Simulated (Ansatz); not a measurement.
Relaxation of a periodic cell of 17 atoms, Be16H (host Be, host structure hcp, interstitial H), to a largest force component of 0.03 eV/Å in at most 60 steps.

Method: DFT PBEsol, scalar-relativistic, plane waves, PAW in Ansatz 0.2.0. Settings: cutoff 420 eV, k mesh 5x5x3, gaussian smearing 0.15 eV, no spin polarisation.

```xyz
17
Lattice="-2.2900 -3.9664 0.0000 3.4350 -1.9832 0.0000 0.0000 0.0000 7.1769" Properties=species:S:1:pos:R:3
Be 0.000 -3.966 0.000
Be 0.000 -2.644 1.794
Be 0.000 -3.966 3.588
Be 0.000 -2.644 5.383
Be -1.145 -1.983 0.000
Be 2.290 -2.644 1.794
Be -1.145 -1.983 3.588
Be 2.290 -2.644 5.383
Be 1.145 -1.983 0.000
Be 1.145 -0.661 1.794
Be 1.145 -1.983 3.588
Be 1.145 -0.661 5.383
Be 0.000 0.000 0.000
Be 1.145 -4.627 1.794
Be 0.000 0.000 3.588
Be 1.145 -4.627 5.383
H 2.196 -1.349 8.114
```

Task: Where does it end, and by what steps?

Result: The forces met the threshold. The force dipped under the threshold on the way, but the program's further checks kept it going. Limits of this set-up: coarse k mesh, odd electron count without spin. After 4 steps the energy has fallen by 0.092 eV; H17 moved furthest, 0.10 Å.

```
step  energy less start (eV)  largest force component (eV/Å)  accepted
   0                  0.0000                           0.540       yes
   1                 -0.0636                           0.278       yes
   2                 -0.0889                           0.101       yes
   3                 -0.0917                           0.015       yes
   4                 -0.0917                           0.015       yes
```

```xyz
17
Lattice="-2.2900 -3.9664 0.0000 3.4350 -1.9832 0.0000 0.0000 0.0000 7.1769" Properties=species:S:1:pos:R:3
Be -0.008 -3.932 -0.020
Be -0.011 -2.643 1.801
Be -0.010 -3.962 3.587
Be -0.007 -2.644 5.366
Be -1.146 -1.987 -0.001
Be 2.287 -2.685 1.821
Be -1.145 -1.987 3.610
Be 2.291 -2.651 5.389
Be 1.104 -2.001 -0.020
Be 1.111 -0.645 1.819
Be 1.133 -1.982 3.587
Be 1.155 -0.671 5.370
Be 0.022 -0.017 -0.019
Be 1.171 -4.613 1.821
Be -0.020 0.008 3.605
Be 1.148 -4.631 5.388
H 2.280 -1.324 8.073
```

Whether the end is a true minimum wasn't checked by a vibrational analysis.

The run took 66 s on 1 CPU thread of a shared host.
